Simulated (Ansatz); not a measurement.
## C₂H₅ClSn, SMILES C[CH2][Sn][Cl]: a ladder of methods at one geometry, step by step

Program: Ansatz's Python interface.

`c2h5clsn.xyz`
```text
9

C    -0.31420    0.89250    0.08970
C     0.24840   -0.30320    0.71020
Sn    1.29830   -1.42940   -0.77640
Cl   -0.06700   -2.05030   -2.49260
H    -1.06700    0.63480   -0.74390
H    -0.91580    1.53140    0.84650
H     0.46110    1.58240   -0.34780
H     0.98910    0.01670    1.51380
H    -0.54450   -0.92120    1.18340
```

The cells in order, each with its output:

```python
import ansatz as az
```

```python
BASIS_SET = "def2-SVP"
```

```python
molecule = az.Crystal.molecule_from_extxyz("c2h5clsn.xyz")

setup = molecule.calculation().basis(gaussian=BASIS_SET)
```

```python
methods = ["mp2", "ccsd", "ccsd_t"]
batch = az.Session.batch([setup.correlation(m).input() for m in methods])
reports = sorted(batch.plan().execute().molecular_reports, key=lambda each: each["member"])
print(f"Hartree-Fock reference {reports[0]['reference_energy_ev'] / 27.211386246:.6f} Ha")
best = reports[-1]["free_energy_ev"] - reports[-1]["reference_energy_ev"]
for method, each in zip(methods, reports):
    gained = each["free_energy_ev"] - each["reference_energy_ev"]
    print(f"{method:8s} total {each['free_energy_ev'] / 27.211386246:.6f} Ha  correlation {gained:9.4f} eV  ({100 * gained / best:.1f} % of the last)")
```

    Hartree-Fock reference -751.307912 Ha
    mp2      total -751.823257 Ha  correlation  -14.0233 eV  (88.3 % of the last)
    ccsd     total -751.874607 Ha  correlation  -15.4205 eV  (97.1 % of the last)
    ccsd_t   total -751.891237 Ha  correlation  -15.8731 eV  (100.0 % of the last)

Caveats:
- Total energies depend on the basis set; only differences at equal settings carry meaning.
- The geometry is a force-field or estimated start, not a minimum of this method, and the basis set is short of its limit. A lower total doesn't mark the better method: functionals have no common bound, and MP2 and coupled cluster aren't variational.
- def2 sets replace the cores of elements past krypton by effective core potentials.
- Inner cores stay frozen; a filled d shell under the valence of the heavier atoms is correlated with it.
